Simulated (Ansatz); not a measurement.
# GaLiH2 (singlet): wave-function methods side by side, 6-31G

Aim: climb from Hartree-Fock through coupled cluster for GaLiH2 (singlet) at one geometry and basis, and see what each rung misses.

Computed with Ansatz 0.2.0, Gaussian basis. Level: 6-31G, core rule «outside noble gas», up to 15 orbitals frozen.

To be run: UHF; CCSD(T) on RHF; CCSD(T) on UHF; BCCD(T) on RHF; CISD; CCSDT(Q) on RHF; CCSDT(Q) on UHF; CCSDTQ on RHF; Full CI.

39 further runs of the same task are left out: 15 for a known fault of the program, 8 that didn't finish, 16 set aside as unsound or not needed. Runs told in other sessions of the task aren't counted.

## Step 1: The system

The geometry is a PBE0/def2-TZVP stationary point (not a proven minimum) of the parent state, kept for this charge and spin. No spin-orbit coupling is included. The filled d shell of Ga may be among the frozen orbitals whatever the setting's name suggests.

4 atoms, charge 0, spin multiplicity 1.

Atoms are counted from 1 here; the program's logs count them from 0.

Bond lengths: Ga1–Li2 2.341 Å, Ga1–H3 1.647 Å, Ga1–H4 1.647 Å, Li2–H3 1.857 Å, Li2–H4 1.857 Å. Angles: Li2–Ga1–H3 52.0°, Li2–Ga1–H4 52.0°, H3–Ga1–H4 101.2°, Ga1–Li2–H3 44.4°, Ga1–Li2–H4 44.4°, H3–Li2–H4 86.5°, Ga1–H3–Li2 83.6°, Ga1–H4–Li2 83.6°.

## Step 2: UHF

in.yaml

```yaml
crystal:
  periodic: [false, false, false]
  atoms:
    - {symbol: Ga, position_ang: [-0.000932, 0.000000, 0.232544]}
    - {symbol: Li, position_ang: [-0.057897, -0.000001, -2.107496]}
    - {symbol: H, position_ang: [0.231589, -1.272323, -0.786532]}
    - {symbol: H, position_ang: [0.231589, 1.272322, -0.786533]}
basis:
  gaussian: {orbitals: 6-31G}
magnetization: {spin_polarized: true, initial_magnetization: 0}
hamiltonian: {xc: hf}
output: {orbitals: {seedname: orbitals}}
```

Run with:

```sh
ansatz run in.yaml --threads 1 --pin off --events-out ev --progress --plain --max-ram 2393MiB
```

After this run come: CCSD(T) on RHF; CCSD(T) on UHF; BCCD(T) on RHF; CISD; CCSDT(Q) on RHF; CCSDT(Q) on UHF; CCSDTQ on RHF; Full CI.

Q: Predict the results of all the runs planned. Wanted: FCI from the RHF energy; RMP2 from FCI; UMP2 from FCI; RCCSD from FCI; RCCSD(T) from FCI; UCCSD(T) from FCI; RCCSDT(Q) from FCI; UCCSDT(Q) from FCI; T1 diagnostic.

As calculated:

| quantity | value |
| --- | --- |
| FCI from the RHF energy | -1.9224 eV |
| RMP2 from FCI | +13.73 kcal/mol |
| UMP2 from FCI | +14.96 kcal/mol |
| RCCSD from FCI | +1.07 kcal/mol |
| RCCSD(T) from FCI | +0.31 kcal/mol |
| UCCSD(T) from FCI | +0.49 kcal/mol |
| RCCSDT(Q) from FCI | +0.01 kcal/mol |
| UCCSDT(Q) from FCI | +0.09 kcal/mol |
| levels within 1 kcal/mol (43 meV) | RCCSD(T), UCCSD(T), BCCD(T), RCCSDT, UCCSDT, RCCSDT(Q), UCCSDT(Q), RCCSDTQ |
| T1 diagnostic | 0.026 |
| effectively unpaired electrons | 0.08 |

What this shows: RCCSD(T) lands +0.31 kcal/mol from the yardstick (0.7 % of the correlation energy). One determinant dominates. These misses are within one basis, not against nature.
